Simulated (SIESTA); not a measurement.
Crystal: GaGe.

```xyz
2
Lattice="0.0000 2.8978 2.8978 2.8978 0.0000 2.8978 2.8978 2.8978 0.0000" Properties=species:S:1:pos:R:3 pbc="T T T"
Ge    0.0000    0.0000    0.0000
Ga    1.4489    1.4489    1.4489
```

The cell comes from a database or a generator and needn't be the stable form of this composition.

Base run:

```yaml
Program: SIESTA 5.4.2
Functional: PBE
Potentials_or_basis: PseudoDojo 0.4 standard (PBE files)
Basis: SZ (energy shift 0.003 Ry)
Grid_cutoff: 800 Ry
Energy_shift: 0.003 Ry
k_mesh: 8 × 8 × 8
Occupations: fermi-dirac, width 0.05 eV
Spin: no spin polarisation
```

Its results: band gap on the k mesh none (metal or under the smearing width); pressure 4.2 GPa.

Q: The run is repeated on the same cell with these changes: basis from SZ (energy shift 0.003 Ry) to TZP (energy shift 0.003 Ry; two zetas on semicore shells). What comes out?

A: Band gap on the k mesh none (metal or under the smearing width); pressure 0.7 GPa.

Caveats: the basis of atomic orbitals isn't converged, which shifts pressures, moduli and gaps; the basis has no polarisation orbitals (some runs).
